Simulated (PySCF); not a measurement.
**C2H3BF2O2: geometry, spin-spin couplings**

What spin-spin couplings should C2H3BF2O2 (`O=C(O)CB(F)F`) show?

Programs: PySCF 2.14.0, with density-fitted response routines of our own. Each step states its level of theory. These are calculated values for one molecule in the gas phase, unless marked as measured. Atoms count from 0, in the outputs and in this text.

### 1 The molecule as given

10 atoms, charge 0, multiplicity 1; geometry from: GFN2-xTB. The atoms were then displaced at random by about 0.01 Å, so the start is not that level's minimum.

Bonds of the start (Å): O0–C1 1.22, C1–O2 1.33, C1–C3 1.48, C3–B4 1.61, B4–F5 1.31, B4–F6 1.30, O2–H7 1.00, C3–H8 1.11, C3–H9 1.10.

### 2 Optimising the geometry at PBE0-D3(BJ)/def2-SVP

Job settings and geometry (Å):

```
{"job": {"xc": "PBE0", "basis": "def2-SVP", "d3": "d3bj", "grid": 1, "shake": 0.01, "kind": "geom"}, "charge": 0, "multiplicity": 1}
O      1.173530    -1.620230    -0.601680
C      0.895600    -0.585360    -0.019780
O      1.780330     0.382440     0.181730
C     -0.412060    -0.218760     0.560320
B     -1.334070     0.609680    -0.462130
F     -0.834800     1.391650    -1.390370
F     -2.634080     0.603090    -0.398140
H      2.663500     0.166650    -0.231270
H     -0.968910    -1.128210     0.870820
H     -0.278610     0.378120     1.469440
```

Launch:

```console
$ OMP_NUM_THREADS=1 python probes_run.py task.json out
```

The driver reads the jobs from task.json and runs them one after another.

**Question.** This job is followed by: B3LYP/6-31G* indirect spin-spin coupling, non-relativistic, gas phase. Predict these results of the whole session: point group; rotational constants (main isotopes); largest coupling of the table (B3LYP/6-31G*).

The runs gave:

| quantity | value |
| --- | --- |
| point group | C1 |
| rotational constants (main isotopes) | 5.13, 1.60, 1.43 GHz |
| largest coupling of the table (B3LYP/6-31G*) | 1J(C,H) C3–H8, 144.2 Hz |

The optimisation took 18 steps and gained 0.121 eV; among the close pairs (by a distance rule), C3–B4 changed most, from 1.607 to 1.569 Å. No frequency check was run at this level, so the end point may be a saddle. Of the pairs tabulated at B3LYP/6-31G*, C3–H8 (mean over like pairs) couples most strongly (144.2 Hz; Fermi contact 142.2 Hz). Couplings across rotatable bonds belong to this one conformer; where others are populated, the observed values are averages. Density functionals describe couplings to fluorine poorly, F–F couplings above all, so those rows are rough. Couplings from bases without tight functions are rough.
